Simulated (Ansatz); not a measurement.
What does this script print? It uses Ansatz 0.2.0, Python API.

Script `run_bde.py`:
```python
# -*- coding: utf-8 -*-
"""Cost of removing each kind of hydrogen from B2FH4NSi, fragments frozen."""

import logging
import sys

import ansatz

logging.basicConfig(stream=sys.stdout, format="%(levelname)s:%(name)s:%(message)s")
logger = logging.getLogger("calc")
logger.setLevel(logging.INFO)


def energy(molecule, charge=0, unpaired=0):
    calc = (
        molecule.calculation()
        .basis(gaussian="STO-3G")
        .functional("hf")
    )
    if charge:
        calc = calc.charge(charge)
    if unpaired:
        calc = calc.spin("collinear", total=unpaired)
    report = calc.run(threads=1, backend="cpu").report
    if report["published_state_doubts"]:
        print("  doubts:", report["published_state_doubts"])
    return report["free_energy_ev"]

GEOMETRY = """
N    -0.59700    1.82200   -0.15140
B    -0.20630    0.41100   -0.18520
Si    0.02670   -1.19510    0.70660
B     0.51730   -0.96790   -1.09570
F     0.92260   -1.54320   -2.35350
H     0.19560    2.45660   -0.39630
H    -0.87580    2.09170    0.82820
H    -1.13840   -1.92570    0.99090
H     1.24370   -1.19560    1.63930
"""

def without(molecule, index):
    rest = ansatz.Crystal.molecule()
    for i, site in enumerate(molecule.cartesian_sites):
        if i != index:
            rest = rest.atom(site.symbol, site.position_ang)
    return rest

mol = ansatz.Crystal.molecule()
for line in GEOMETRY.strip().splitlines():
    symbol, *xyz = line.split()
    mol = mol.atom(symbol, [float(v) for v in xyz])

whole = energy(mol, 0)
hydrogen = energy(ansatz.Crystal.molecule().atom("H", (0, 0, 0)), 0, 1)
logger.info(f"E(molecule) = {whole:.5f} eV, E(H) = {hydrogen:.5f} eV")
for index in [6, 8]:
    radical = energy(without(mol, index), 0, 1)
    logger.info(f"H{index}: homolysis {96.485332 * (radical + hydrogen - whole):.1f} kJ/mol")
```

```console
$ python run_bde.py
INFO:calc:E(molecule) = -13289.03869 eV, E(H) = -12.69634 eV
INFO:calc:H6: homolysis 385.4 kJ/mol
INFO:calc:H8: homolysis 338.5 kJ/mol
```

What to keep in mind:
- The settings weren't tested for convergence.
- The geometry is a force-field or estimated start, not a minimum of this method, and the basis set is short of its limit. All parts are taken at fixed geometry, without zero-point energy.
- The expectation value of S² is noticeably off S(S+1) in at least one run, so that state is spin-contaminated.
- Hartree-Fock leaves correlation out, so bond, atomisation and ionisation energies come out well too low.
- Timing: 2.9 s on 1 thread of Intel(R) Xeon(R) Platinum 8259CL CPU @ 2.50GHz (Skylake/Cascade Lake) (shared host), peak memory 0.15 GiB.
